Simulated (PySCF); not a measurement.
# C2H6SSi: the cost of one run

Computed with PySCF 2.14.0, with density-fitted response routines of our own, on a single molecule in the gas phase. Atoms count from 0, in the outputs and in this text.

### 1 The molecule as given

10 atoms, charge 0, multiplicity 1; geometry from: PBE0-D3(BJ)/def2-SVP.

Bonds of the start (Å): C0–C1 1.34, C1–Si2 1.86, Si2–S3 2.15, C0–H4 1.10, C0–H5 1.10, C1–H6 1.10, Si2–H7 1.49, Si2–H8 1.49, S3–H9 1.35.

### 2 Nuclear shieldings: HF/pcSseg-2

Job settings and geometry (Å):

```
{"job": {"kind": "nmr", "xc": "HF", "basis": "pcSseg-2", "pop": false}, "charge": 0, "multiplicity": 1}
C      1.542810     0.953451     0.317222
C      0.682503     0.319571    -0.488737
Si    -0.651866    -0.811768     0.154809
S     -2.611454    -0.145665    -0.434196
H      1.510027     0.833118     1.406726
H      2.321461     1.620105    -0.070245
H      0.757517     0.480824    -1.572210
H     -0.561747    -2.176396    -0.441398
H     -0.513648    -0.888000     1.641441
H     -2.484892     1.072827     0.137962
```

Level: GIAO HF/pcSseg-2 NMR shielding, non-relativistic, gas phase.

Started as:

```
OMP_NUM_THREADS=1 python probes_run.py task.json out
```

One launch serves the whole session: the jobs run in the order shown.

**Question.** How long does this first job take on 1 thread of Arm Neoverse V1, shared host, and how much memory does it need?

About 22 s, with a peak of 0.92 GiB.
